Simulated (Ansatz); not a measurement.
# ClH4NSn: the cost of one run

All numbers below are computed with Ansatz 0.2.0 (RKS LDA/def2-SVP).

## (1) The structure to begin with

Bond lengths: N1–Sn2 2.010 Å, Sn2–Cl3 2.342 Å, N1–H4 1.098 Å, N1–H5 1.042 Å, Sn2–H6 1.759 Å, Sn2–H7 1.774 Å. Angles: N1–Sn2–Cl3 107.6°, N1–Sn2–H6 110.5°, N1–Sn2–H7 110.1°, Cl3–Sn2–H6 110.3°, Cl3–Sn2–H7 109.6°, H6–Sn2–H7 108.8°, Sn2–N1–H4 104.2°, Sn2–N1–H5 111.0°, H4–N1–H5 103.6°.

Structure file:

```xyz
7

N    -1.1507   -0.0069   -0.6797
Sn    0.4697   -0.0118    0.5096
Cl    0.9696   -2.2429    1.0145
H    -1.2774    1.0481   -0.9574
H    -0.9486   -0.4761   -1.5878
H     0.1545    0.8909    1.9862
H     1.8441    0.7307   -0.3311
```

## (2) Relaxing the start

Contents of input.yaml:

```yaml
crystal:
  periodic: [false, false, false]
  atoms:
    - { symbol: "N", position_ang: [-1.1507, -0.0069, -0.6797] }
    - { symbol: Sn, position_ang: [0.4697, -0.0118, 0.5096] }
    - { symbol: Cl, position_ang: [0.9696, -2.2429, 1.0145] }
    - { symbol: H, position_ang: [-1.2774, 1.0481, -0.9574] }
    - { symbol: H, position_ang: [-0.9486, -0.4761, -1.5878] }
    - { symbol: H, position_ang: [0.1545, 0.8909, 1.9862] }
    - { symbol: H, position_ang: [1.8441, 0.7307, -0.3311] }
basis:
  gaussian: { orbitals: def2-SVP }
hamiltonian:
  xc: lda
relax:
  f_tol: 0.02
  max_steps: 40
```

Started as:

```console
ansatz run input.yaml --threads 1 --pin off --max-ram 2048MiB --backend cpu --events-out ev --progress --plain --runs-dir out
```

What time and memory should one allow on 1 thread of Arm Neoverse V2, shared host?

About 32 s, with a peak of 0.14 GiB.
